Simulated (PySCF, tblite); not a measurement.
# C5H5OP: geometry, infrared bands and NMR shifts

Aim: predict the infrared bands and NMR shifts of C5H5OP (`C=Cc1occp1`).

Computed with tblite 0.8.0 and PySCF 2.14.0, with density-fitted response routines of our own, on a single molecule in the gas phase. Atoms are numbered from 0 throughout.

### Step 1. The starting structure

12 atoms, charge 0, multiplicity 1; geometry from: force field or distance geometry start.

Bonds of the start (Å): C0–C1 1.32, C1–C2 1.50, C2–O3 1.29, O3–C4 1.27, C4–C5 1.36, C5–P6 1.83, P6–C2 1.84, C0–H7 1.09, C0–H8 1.09, C1–H9 1.07, C4–H10 1.12, C5–H11 1.10.

### Step 2. Relaxing the molecule with GFN2-xTB

The job: settings as JSON, then the geometry in Å.

```
{"job": {"kind": "relax", "xc": "GFN2-xTB", "basis": "xTB"}, "charge": 0, "multiplicity": 1}
C     -2.446100    -0.375100    -0.168700
C     -1.510700     0.512100    -0.463000
C     -0.142200     0.156800     0.028000
O      0.874200     0.916700    -0.180500
C      2.016000     0.581400     0.256900
C      2.129200    -0.602300     0.926000
P      0.441000    -1.319900     0.965300
H     -2.152900    -1.259200     0.391400
H     -3.488500    -0.232800    -0.465000
H     -1.692200     1.423300    -0.993900
H      2.920100     1.214700     0.089400
H      3.053500    -1.016500     1.352700
```

Launch:

```bash
OMP_NUM_THREADS=1 python probes_run.py task.json out
```

The driver reads the jobs from task.json and runs them one after another.

**Question.** This job is followed by: GFN2-xTB harmonic vibrations, gas phase; GIAO PBE0/pcSseg-1 NMR shielding, non-relativistic, gas phase. Predict these results of the whole session: strongest single infrared mode (GFN2-xTB); zero-point energy (GFN2-xTB); ¹³C shifts against TMS (PBE0/pcSseg-1); ¹H shifts against TMS (PBE0/pcSseg-1); ¹⁷O shifts against H2O (PBE0/pcSseg-1); ³¹P shifts against H3PO4 (PBE0/pcSseg-1); surface potential, 1st and 99th percentile.

As calculated:

```
                                 quantity                                  value
strongest single infrared mode (GFN2-xTB)                   1110 cm⁻¹, 35 km/mol
             zero-point energy (GFN2-xTB)                          53.1 kcal/mol
   ¹³C shifts against TMS (PBE0/pcSseg-1)  206.3, 151.9, 138.0, 133.4, 121.1 ppm
    ¹H shifts against TMS (PBE0/pcSseg-1)       7.93, 7.40, 7.00, 6.81, 5.61 ppm
   ¹⁷O shifts against H2O (PBE0/pcSseg-1)                              353.1 ppm
 ³¹P shifts against H3PO4 (PBE0/pcSseg-1)                              121.9 ppm
    surface potential, 1st and 99th percentile                     -0.57 V and 1.23 V
```

Over 28 steps the energy fell by 0.710 eV; of the close pairs, C2–P6 changed most, 1.844 to 1.733 Å. No mode is imaginary among the 30: a minimum at this level. The strongest single mode, at 1110 cm⁻¹, moves mainly H10 and C2. GFN2-xTB is a fitted tight-binding method: band positions and strengths are rough. Its intensities can rank the bands wrongly. At PBE0/pcSseg-1: The widest tensor belongs to P6: span 522 ppm, with a paramagnetic part of -773 ppm. NICS(1)zz of -25 ppm above the planar ring from C2 marks a diatropic (aromatic) ring current. At PBE0/pcSseg-1, counted by nearest atom on the grid, the HOMO lies on P6 26 %; C0, C2 about 20 % each, the LUMO on P6 28 %; C0, C2 about 18 % each.
